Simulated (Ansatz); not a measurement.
# SiNi2: the cost of one run

Program: Ansatz 0.2.0. Level of theory: DFT PBE, scalar-relativistic, plane waves, PAW. These are calculated values, not measurements.

## (1) The starting structure

The structure is orthorhombic, space group Pnma (No. 62). The conventional cell has a = 4.990 Å, b = 3.720 Å, c = 7.030 Å, α = 90.00°, β = 90.00°, γ = 90.00°. Si (site symmetry m) is surrounded by 10 Ni at 2.28 to 2.71 Å. Ni (site symmetry m) is surrounded by 5 Si at 2.34 to 2.57 Å and 8 Ni at 2.53 to 2.71 Å. Ni (site symmetry m) is surrounded by 5 Si at 2.28 to 2.71 Å and 8 Ni at 2.53 to 2.71 Å.

Structure file:

```
Si Ni
1.0
     4.99000    0.00000    0.00000
     0.00000    3.72000    0.00000
     0.00000    0.00000    7.03000
Si Ni
4 8
Direct
  0.28600 0.75000 0.61400
  0.71400 0.25000 0.38600
  0.21400 0.25000 0.11400
  0.78600 0.75000 0.88600
  0.95800 0.75000 0.20300
  0.04200 0.25000 0.79700
  0.54200 0.25000 0.70300
  0.45800 0.75000 0.29700
  0.82500 0.75000 0.56300
  0.17500 0.25000 0.43700
  0.67500 0.25000 0.06300
  0.32500 0.75000 0.93700
```

The structure rests on an entry of the Crystallography Open Database; cell or positions may have been set otherwise for this series.

## (2) Relaxing cell and atoms: SiNi2, no spin

Input file input.yaml:

```yaml
crystal:
  lattice:
    - [4.99, 0.0, 0.0]
    - [0.0, 3.72, 0.0]
    - [0.0, 0.0, 7.03]
  atoms:
    - { symbol: Si, position: [0.286, 0.75, 0.614] }
    - { symbol: Si, position: [0.714, 0.25, 0.386] }
    - { symbol: Si, position: [0.214, 0.25, 0.114] }
    - { symbol: Si, position: [0.786, 0.75, 0.886] }
    - { symbol: Ni, position: [0.958, 0.75, 0.203] }
    - { symbol: Ni, position: [0.042, 0.25, 0.797] }
    - { symbol: Ni, position: [0.542, 0.25, 0.703] }
    - { symbol: Ni, position: [0.458, 0.75, 0.297] }
    - { symbol: Ni, position: [0.825, 0.75, 0.563] }
    - { symbol: Ni, position: [0.175, 0.25, 0.437] }
    - { symbol: Ni, position: [0.675, 0.25, 0.063] }
    - { symbol: Ni, position: [0.325, 0.75, 0.937] }
scf:
  occupations: { method: methfessel_paxton, width: 0.1 }
output:
  forces: true
  stress: true
  eigenvalues: true
  write_density: true
  write_potential: true
  elf: true
  volumetric_format: npy
kpoints:
  mp_grid: { grid: [8, 10, 6] }
hamiltonian:
  xc: pbe
relax:
  f_tol: 0.002
  adjacent_minimum: "off"
  cell: { stress_tol: 0.05 }
```

Started as:

```console
> ansatz run input.yaml --threads 4 --pin off --max-ram 12288MiB --backend cpu --events-out ev --progress --plain --runs-dir out
```

**Question.** How long does this run take on 4 threads of Intel Xeon 6975P-C (Granite Rapids), shared host, and how much memory does it need?

About 77 s, with a peak of 1.4 GiB.
